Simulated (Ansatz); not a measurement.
The system is GaGe3.

```
Ge Ga
1.0
     0.00000    3.38717    3.38717
     3.38717    0.00000    3.38717
     3.38717    3.38717    0.00000
Ge Ga
3 1
Cartesian
  3.3872 3.3872 3.3872
  5.0808 5.0808 5.0808
  1.6936 1.6936 1.6936
  0.0000 0.0000 0.0000
```

The cell comes from a database or a generator and needn't be the stable form of this composition.

Base run:

- Program: Ansatz 0.2.0
- Functional: PBEsol
- Potentials or basis: Ansatz PAW
- Cutoff: 420 eV (not typed: the program's choice for these potentials)
- k mesh: 7 × 7 × 7
- Occupations: fermi-dirac, width 0.05 eV
- Spin: no spin polarisation

Its results: band gap on the k mesh none (metal or under the smearing width); pressure -3.9 GPa.

The run is repeated on the same cell with these changes: functional from PBEsol to PBE0; k mesh from 7 × 7 × 7 to 4 × 4 × 4. What comes out?

Band gap on the k mesh none (metal or under the smearing width); pressure -1.4 GPa.

Several settings changed at once, so the effect can't be laid on one alone.

Caveats: some runs use coarse meshes; the PAW data sets come from PBE, with cores solved anew for the run's functional, which leaves a small shift of forces and pressure; the thresholds are loose for stress (some runs).
